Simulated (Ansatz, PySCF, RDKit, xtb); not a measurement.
**Isomers of C5H4BF3, a sample narrowed down**

Which of a sample of isomers of C5H4BF3 is the most stable in the gas at 298.15 K, and what are its properties? The sample is small against all isomers, and the most stable one of this formula need not be in it.

The funnel: GFN2-xTB relaxations, single points with a density functional, relaxations at PBE0-D3(BJ)/def2-SVP, harmonic vibrations (at GFN2-xTB), and a last energy at a higher level. All values are calculated.

## 1. Drawing up candidates

Isomers were taken from a list of plausible structures; this is a sample, not all of them. That gives 4 candidates.

```tsv
label	SMILES	spin
c371	FB(F)[C@@H]1[C@H]2C=C[C@@]21F	singlet
c514	CC#C/C(=C/F)B(F)F	singlet
c646	FB(F)[C@H]1[C@@]23C[C@@]12[C@@H]3F	singlet
c834	C#C[C@@]1(B(F)F)C[C@@H]1F	singlet
```

Candidates are built by distance geometry, with a force field where one applies, in up to four conformers (letters a to d).

**Question.** With final energies at CCSD(T)/def2-SVP + MP2/def2-TZVPP - MP2/def2-SVP, which structure will this search put lowest in free energy, and by what margin?

| quantity | value |
| --- | --- |
| lowest structure found | CC#C/C(=C/F)B(F)F, singlet |
| next finalist | C#C[C@@]1(B(F)F)C[C@@H]1F, singlet, 14.5 kcal/mol higher in G |
| share at equilibrium, among the finalists | 100.0 % |
| dipole moment (PBE0/def2-SVPD) | 3.03 D |
| HOMO energy (PBE0/def2-SVPD) | -7.05 eV |
| LUMO energy (PBE0/def2-SVPD) | -1.77 eV |
| HOMO–LUMO gap (PBE0/def2-SVPD) | 5.28 eV |
| lowest excitation (TD-PBE0/def2-SVPD) | 4.61 eV (f = 0.000) |
| strongest of the states computed, same level | 4.70 eV (f = 0.157) |
| lowest triplet excitation, same level, Tamm-Dancoff | 2.95 eV |
| vertical ionisation energy | 9.02 eV |
| vertical electron affinity | -0.02 eV (unbound: the value depends on the basis) |
| vertical triplet less singlet | +3.01 eV |

The lowest structure found is `CC#C/C(=C/F)B(F)F`. The margin of 14.5 kcal/mol over the next finalist is beyond the usual error of the last level; it says nothing of structures that weren't ranked. GFN2-xTB, HF/STO-3G, r2SCAN-D4/def2-SVP, PBE0-D3(BJ)/def2-SVP, HF/def2-SVP and MP2/def2-SVP already put its bonding pattern lowest among the structures in one piece. The search is not exhaustive (a finite list of starts, one conformer a finalist), so a lower isomer can't be ruled out. Only 4 drawn patterns were tried, so whole families of isomers are missing, and the result ranks this sample alone. The lowest isomer need not be the one that is made and kept in a bottle, which depends on barriers.
